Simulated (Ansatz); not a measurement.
# RhTe: the cost of one run

Computed with Ansatz 0.2.0 (DFT PBEsol with spin–orbit coupling, plane waves, PAW, unless a step's input says otherwise).

2 further runs of the same task are left out: 2 set aside as unsound or not needed.

## Step 1: The structure to begin with

The structure is hexagonal, space group P6_3/mmc (No. 194). The conventional cell has a = 3.990 Å, b = 3.990 Å, c = 5.660 Å, α = 90.00°, β = 90.00°, γ = 120.00°. Te (site symmetry -6m2) is surrounded by 6 Rh at 2.70 Å. Around Rh (site symmetry -3m) lie 6 Te at 2.70 Å and 2 Rh at 2.83 Å.

Coordinates:

```
Te Rh
1.0
     3.99000    0.00000    0.00000
    -1.99500    3.45544    0.00000
     0.00000    0.00000    5.66000
Te Rh
2 2
Cartesian
  0.0000 2.3036 1.4150
  1.9950 1.1518 4.2450
  0.0000 0.0000 0.0000
  0.0000 0.0000 2.8300
```

The cell is the deposited one, not relaxed. At PBEsol, without spin–orbit coupling, an earlier run found -0.23 GPa for this cell of 19.509 Å³/atom (10×10×6 mesh), no gap.

## Step 2: Spin-orbit coupling: bands, spin texture, Fermi surface

Input file input.yaml:

```yaml
crystal:
  lattice:
    - [3.9899995576, 0.0, 0.0]
    - [-1.9949997788, 3.4554409779, 0.0]
    - [0.0, 0.0, 5.6600002083]
  atoms:
    - { symbol: Te, position: [0.3333333333, 0.6666666667, 0.25] }
    - { symbol: Te, position: [0.6666666667, 0.3333333333, 0.75] }
    - { symbol: Rh, position: [0.0, 0.0, 0.0] }
    - { symbol: Rh, position: [0.0, 0.0, 0.5] }
basis:
  ecutwfc: 420
  ecutrho_ratio: 4
kpoints:
  mp_grid: { grid: [8, 8, 6] }
  band_path:
    path:
      - [[0.0, 0.0, 0.0], [0.5, 0.0, 0.0], [0.33333333, 0.33333333, 0.0], [0.0, 0.0, 0.0], [0.0, 0.0, 0.5], [0.5, 0.0, 0.5], [0.33333333, 0.33333333, 0.5], [0.0, 0.0, 0.5]]
      - [[0.5, 0.0, 0.5], [0.5, 0.0, 0.0]]
      - [[0.33333333, 0.33333333, 0.5], [0.33333333, 0.33333333, 0.0]]
    npoints: 10
hamiltonian:
  xc: pbesol
scf:
  occupations: { method: gaussian, width: 0.05 }
output:
  forces: true
  stress: true
  eigenvalues: true
  populations: true
  eigenstates:
    nscf_kmesh: { grid: [12, 12, 8] }
    de_dk: true
    e_range: [-2.5, 2.5]
  write_density: true
  write_potential: true
  elf: true
  volumetric_format: npy
magnetization:
  noncollinear: true
  spin_orbit: true
```

Command:

```bash
$ ansatz run input.yaml --threads 8 --pin off --max-ram 15360MiB --backend cpu --events-out ev --progress --plain --runs-dir out
```

What time and memory should one allow on 8 threads of Arm Neoverse V1, shared host?

About 52 s, with a peak of 1.5 GiB.
